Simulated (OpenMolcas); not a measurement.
**doublet C2H7NSi+: levels of theory compared**

Wanted: a comparison of 5 runs (UHF/6-31G*, U-r2SCAN/6-31G*, U-revPBE/6-31G*, UB3LYP/6-31G*, UTPSS/6-31G*) of doublet C2H7NSi+. 

Program for the calculation: OpenMolcas 26.06.

1 further run of the same task is left out (set aside as unsound or not needed).

**1. The structure to begin with**

C2H7NSi+ has 11 atoms, charge +1, and is taken as a doublet. SMILES of the parent species: `C=N[SiH2]C`. Geometry: relaxed at PBE0-D4/def2-TZVP. That shape belongs to the parent species and isn't relaxed for this state.

Bond lengths: C1–N2 1.257 Å, N2–Si3 1.747 Å, Si3–C4 1.862 Å, C1–H5 1.097 Å, C1–H6 1.103 Å, Si3–H7 1.497 Å, Si3–H8 1.486 Å, C4–H9 1.092 Å, C4–H10 1.093 Å, C4–H11 1.092 Å. Some angles: C1–N2–Si3 124.0°, N2–Si3–C4 108.8°, N2–C1–H5 120.4°, N2–C1–H6 124.2°, N2–Si3–H7 110.9°, N2–Si3–H8 106.9°, C4–Si3–H7 110.6°, C4–Si3–H8 110.8°, Si3–C4–H9 110.4°, Si3–C4–H10 110.6°.

**2. A single-point energy at UHF/6-31G(d) (spherical functions) (run 1)**

Input file calc.input:

```
* C2H7NSi Hartree-Fock
>>> EXPORT MOLCAS_PRINT=2

&GATEWAY
  BasLib = $CurrDir
  BasisSet
  C.6-31Gs....
  C1 -0.763200 2.027200 0.389900 angstrom
  C4 1.068600 -1.271000 -0.713200 angstrom
  End of Basis
  BasisSet
  N.6-31Gs....
  N2 -0.749500 1.001600 -0.336400 angstrom
  End of Basis
  BasisSet
  Si.6-31Gs....
  Si3 -0.379200 -0.602800 0.247400 angstrom
  End of Basis
  BasisSet
  H.6-31Gs....
  H5 -0.997700 3.009000 -0.039500 angstrom
  H6 -0.550300 2.023600 1.471900 angstrom
  H7 -0.075100 -0.581600 1.713400 angstrom
  H8 -1.590400 -1.434700 0.023400 angstrom
  H9 0.849500 -1.270200 -1.783000 angstrom
  H10 1.292800 -2.296000 -0.407900 angstrom
  H11 1.959900 -0.662200 -0.545500 angstrom
  End of Basis

&SEWARD

&SCF
  UHF
  Charge = 1
  Spin = 2
  Thresholds = 1e-10 1e-07 1e-07 1e-05
  PrOrbitals = 1 2
```

The basis set 6-31G* is read from a file made from the Basis Set Exchange's data (not shown).

Launch:

```sh
$ export MOLCAS_MEM=1860
$ pymolcas calc.input > calc.log
```

The program printed:

```text
--- Start Module: gateway ---
[...]
--- Stop Module: gateway /rc=_RC_ALL_IS_WELL_ ---
--- Start Module: seward ---
[...]
      Basis functions           74
--- Stop Module: seward /rc=_RC_ALL_IS_WELL_ ---
[...]
--- Start Module: scf ---
[...]
       Convergence after  28 Iterations
[...]
::    Total SCF energy                               -422.8741550231
[...]
      Total spin, S                                     0.5530688933
[...]
      Total electronic charge=   39.000000
      Total            charge=    1.000000
[...]
      Dipole Moment (debye):
      Origin of the operator (angstrom)=   -0.2265    0.0686   -0.0169
                   X= -1.0565E+00               Y=  4.8653E+00               Z=  1.3745E+00           Total=  5.1650E+00
      Center of Charge (angstrom)
[...]
--- Stop Module: scf /rc=_RC_ALL_IS_WELL_ ---
[...]
```

Run time: 10 s. Hardware: 1 thread of Intel Xeon Platinum 8259CL at 2.50GHz (Skylake/Cascade Lake), shared host; peak memory 0.43 GiB.

**3. A single-point energy at U-r2SCAN/6-31G(d) (spherical functions) (run 2)**

Input file calc.inp:

```
* C2H7NSi Kohn-Sham DFT

&GATEWAY
  BasLib=$CurrDir
  Coord
  11
  angstrom
  C       -0.763200       2.027200       0.389900
  N       -0.749500       1.001600      -0.336400
  Si      -0.379200      -0.602800       0.247400
  C        1.068600      -1.271000      -0.713200
  H       -0.997700       3.009000      -0.039500
  H       -0.550300       2.023600       1.471900
  H       -0.075100      -0.581600       1.713400
  H       -1.590400      -1.434700       0.023400
  H        0.849500      -1.270200      -1.783000
  H        1.292800      -2.296000      -0.407900
  H        1.959900      -0.662200      -0.545500
  Basis=6-31Gs
  Group=NoSym

&SEWARD
  GridInput
  Grid=UltraFine
  End of Grid

&SCF
  UHF
  Charge=1
  Spin=2
  KSDFT=2
  1.0 MGGA_X_R2SCAN
  1.0 MGGA_C_R2SCAN
  Thresholds=1e-10 1e-07 1e-07 1e-05
  PrOrbitals=1 1
```

The basis set 6-31G* is read from a file made from the Basis Set Exchange's data (not shown).

Launch:

```sh
$ export MOLCAS_MEM=1860
$ pymolcas calc.inp > calc.log
```

The program printed:

```text
--- Start Module: gateway ---
[...]
--- Stop Module: gateway /rc=_RC_ALL_IS_WELL_ ---
--- Start Module: seward ---
[...]
      Basis functions           74
--- Stop Module: seward /rc=_RC_ALL_IS_WELL_ ---
[...]
--- Start Module: scf ---
[...]
       Convergence after  28 Iterations
[...]
::    Total KS-DFT energy                            -424.1914061046
[...]
      Total spin, S                                     0.5071618064
[...]
      Total electronic charge=   39.000000
      Total            charge=    1.000000
[...]
      Dipole Moment (debye):
      Origin of the operator (angstrom)=   -0.2265    0.0686   -0.0169
                   X= -6.1539E-01               Y=  3.8737E+00               Z=  1.5730E+00           Total=  4.2260E+00
      Center of Charge (angstrom)
[...]
--- Stop Module: scf /rc=_RC_ALL_IS_WELL_ ---
[...]
```

Wall time 2.2 min (1 thread of Intel Xeon Platinum 8259CL at 2.50GHz (Skylake/Cascade Lake), shared host); peak memory 0.43 GiB.

Runs 3 to 4 aren't shown in full; the table further down has their settings and results.

**4. The energy at UTPSS/6-31G(d) (spherical functions) (run 5)**

Input file calc.inp:

```
>>> EXPORT MOLCAS_PRINT=2

&gateway
 baslib
 $CurrDir
 coord
 11
 angstrom
 C       -0.763200       2.027200       0.389900
 N       -0.749500       1.001600      -0.336400
 Si      -0.379200      -0.602800       0.247400
 C        1.068600      -1.271000      -0.713200
 H       -0.997700       3.009000      -0.039500
 H       -0.550300       2.023600       1.471900
 H       -0.075100      -0.581600       1.713400
 H       -1.590400      -1.434700       0.023400
 H        0.849500      -1.270200      -1.783000
 H        1.292800      -2.296000      -0.407900
 H        1.959900      -0.662200      -0.545500
 basis
 6-31Gs
 group
 NoSym

&seward
 gridinput
 Grid=UltraFine
 End of Grid

&scf
 uhf
 charge
 1
 spin
 2
 ksdft
 2
 1.0 MGGA_X_TPSS
 1.0 MGGA_C_TPSS
 thresholds
 1e-10 1e-07 1e-07 1e-05
 prorbitals
 1
```

The basis set 6-31G* is read from a file made from the Basis Set Exchange's data (not shown).

Launch:

```sh
$ export MOLCAS_MEM=1860
$ pymolcas calc.inp > calc.log
```

The program printed:

```text
--- Start Module: gateway ---
[...]
--- Stop Module: gateway /rc=_RC_ALL_IS_WELL_ ---
--- Start Module: seward ---
[...]
      Basis functions           74
--- Stop Module: seward /rc=_RC_ALL_IS_WELL_ ---
[...]
--- Start Module: scf ---
[...]
       Convergence after  31 Iterations
[...]
::    Total KS-DFT energy                            -424.3593508564
[...]
      Total spin, S                                     0.5042381641
[...]
      Total electronic charge=   39.000000
      Total            charge=    1.000000
[...]
      Dipole Moment (debye):
      Origin of the operator (angstrom)=   -0.2265    0.0686   -0.0169
                   X= -5.5915E-01               Y=  3.7253E+00               Z=  1.5803E+00           Total=  4.0851E+00
      Center of Charge (angstrom)
[...]
--- Stop Module: scf /rc=_RC_ALL_IS_WELL_ ---
[...]
```

It took 2.8 min on 1 thread of Intel Xeon Platinum 8259CL at 2.50GHz (Skylake/Cascade Lake), shared host; peak memory 0.43 GiB.

**5. The series**

```
run                                  level  integration grid  energy (Eh)  HOMO energy (eV)  LUMO energy (eV)   ⟨S²⟩  wall time
  1       UHF/6-31G* (spherical functions)                 –  -422.874155            -17.00             -5.97  0.859       10 s
  2  U-r2SCAN/6-31G* (spherical functions)         UltraFine  -424.191406            -13.02            -12.08  0.764    2.2 min
  3  U-revPBE/6-31G* (spherical functions)         UltraFine  -424.205398            -12.74            -12.34  0.756       87 s
  4    UB3LYP/6-31G* (spherical functions)         UltraFine  -424.326258            -13.72            -11.69  0.760       87 s
  5     UTPSS/6-31G* (spherical functions)         UltraFine  -424.359351            -12.86            -12.29  0.758    2.8 min
```

**6. Results**

| quantity | value |
| --- | --- |
| run 5: total energy | -424.35935 Eh |
| run 5: HOMO energy (highest over α and β) | -12.86 eV |
| run 5: LUMO energy (lowest over α and β) | -12.29 eV |
| run 5: ⟨S²⟩ | 0.758 |

In words: Totals of different functionals can't be ranked against each other. Spin contamination of the reference: run 1 ⟨S²⟩ = 0.86. All runs together took 8.1 min, the longest 2.8 min.
